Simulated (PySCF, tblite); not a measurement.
# C₆H₁₁BF₂O: geometry, infrared bands and NMR shifts

Wanted: the infrared bands and NMR shifts of C₆H₁₁BF₂O (`CCOC/C(C)=C/B(F)F`), by calculation.

Computed with tblite 0.8.0 and PySCF 2.14.0, with density-fitted response routines of our own, on a single molecule in the gas phase. Atoms count from 0, in the outputs and in this text.

## (1) The molecule as given

21 atoms, charge 0, multiplicity 1; geometry from: force field or distance geometry start.

Bonds of the start (Å): C0–C1 1.53, C1–O2 1.40, O2–C3 1.40, C3–C4 1.49, C4–C5 1.50, C4–C6 1.33, C6–B7 1.56, B7–F8 1.47, B7–F9 1.47, C0–H10 1.11, C0–H11 1.11, C0–H12 1.09, C1–H13 1.08, C1–H14 1.12, C3–H15 1.14, C3–H16 1.12, C5–H17 1.13, C5–H18 1.11, C5–H19 1.10, C6–H20 1.11.

## (2) Optimising the geometry with GFN2-xTB

Job settings and geometry (Å):

```
{"job": {"kind": "relax", "xc": "GFN2-xTB", "basis": "xTB"}, "charge": 0, "multiplicity": 1}
C      2.980300    -0.015000    -0.855000
C      1.665600     0.394000    -0.186300
O      1.398600    -0.615700     0.751900
C      0.211800    -0.365400     1.441600
C     -0.974600    -0.288300     0.541400
C     -1.382100    -1.422700    -0.343600
C     -1.644000     0.861600     0.541800
B     -2.898400     1.115100    -0.346000
F     -2.836300     0.868600    -1.791000
F     -3.744700     2.240900     0.057800
H      3.129700     0.561900    -1.795500
H      2.851800    -1.075100    -1.174300
H      3.810400     0.086100    -0.161000
H      0.921000     0.521500    -0.960100
H      1.874300     1.374400     0.308900
H      0.098100    -1.242900     2.154500
H      0.302500     0.526100     2.115700
H     -1.574100    -2.277400     0.376100
H     -0.578500    -1.741900    -1.035300
H     -2.314900    -1.160600    -0.858900
H     -1.305400     1.671800     1.216500
```

Run with:

```
$ OMP_NUM_THREADS=1 python probes_run.py task.json out
```

One launch serves the whole session: the jobs run in the order shown.

**Question.** This job is followed by: GFN2-xTB harmonic vibrations, gas phase; GIAO PBE0/pcSseg-1 NMR shielding, non-relativistic, gas phase. Predict these results of the whole session: strongest single infrared mode (GFN2-xTB); zero-point energy (GFN2-xTB); 13C shifts against TMS (PBE0/pcSseg-1); 1H shifts against TMS (PBE0/pcSseg-1, means over atoms taken as alike); 17O shifts against H2O (PBE0/pcSseg-1); 11B shifts against BF3·OEt2 (PBE0/pcSseg-1); 19F shifts against CFCl3 (PBE0/pcSseg-1, means over atoms taken as alike); surface potential, 1st and 99th percentile.

As calculated:

| quantity | value |
| --- | --- |
| strongest single infrared mode (GFN2-xTB) | 1245 cm⁻¹, 409 km/mol |
| zero-point energy (GFN2-xTB) | 103.7 kcal/mol |
| 13C shifts against TMS (PBE0/pcSseg-1) | 185.1, 120.3, 82.5, 68.5, 19.9, 17.9 ppm |
| 1H shifts against TMS (PBE0/pcSseg-1, means over atoms taken as alike) | 5.64, 4.13, 3.29, 2.31, 1.29 ppm |
| 17O shifts against H2O (PBE0/pcSseg-1) | 56.9 ppm |
| 11B shifts against BF3·OEt2 (PBE0/pcSseg-1) | 23.0 ppm |
| 19F shifts against CFCl3 (PBE0/pcSseg-1, means over atoms taken as alike) | -81.6 ppm |
| surface potential, 1st and 99th percentile | -1.13 V and 1.09 V |

What this shows: Over 92 steps the energy fell by 1.269 eV; of the close pairs, B7–F8 changed most, 1.467 to 1.324 Å. No mode is imaginary among the 57: a minimum at this level. The strongest single mode, at 1245 cm⁻¹, has its largest shares on B7, C4 and F9 (the list is cut at 3 atoms). Unscaled tight-binding wavenumbers are off by several per cent, some by more. Its intensities can rank the bands wrongly. H20 (hydrogen on an alkene CH) lies farthest downfield among hydrogen, at 5.64 ppm; olefinic region. At PBE0/pcSseg-1: The largest span, 280 ppm, is at C4, where the paramagnetic term is -263 ppm. At PBE0/pcSseg-1, counted by nearest atom on the grid, the HOMO lies on O2 57 %; H13, H14 about 8 % each, the LUMO on C4 32 %; B7 24 %.
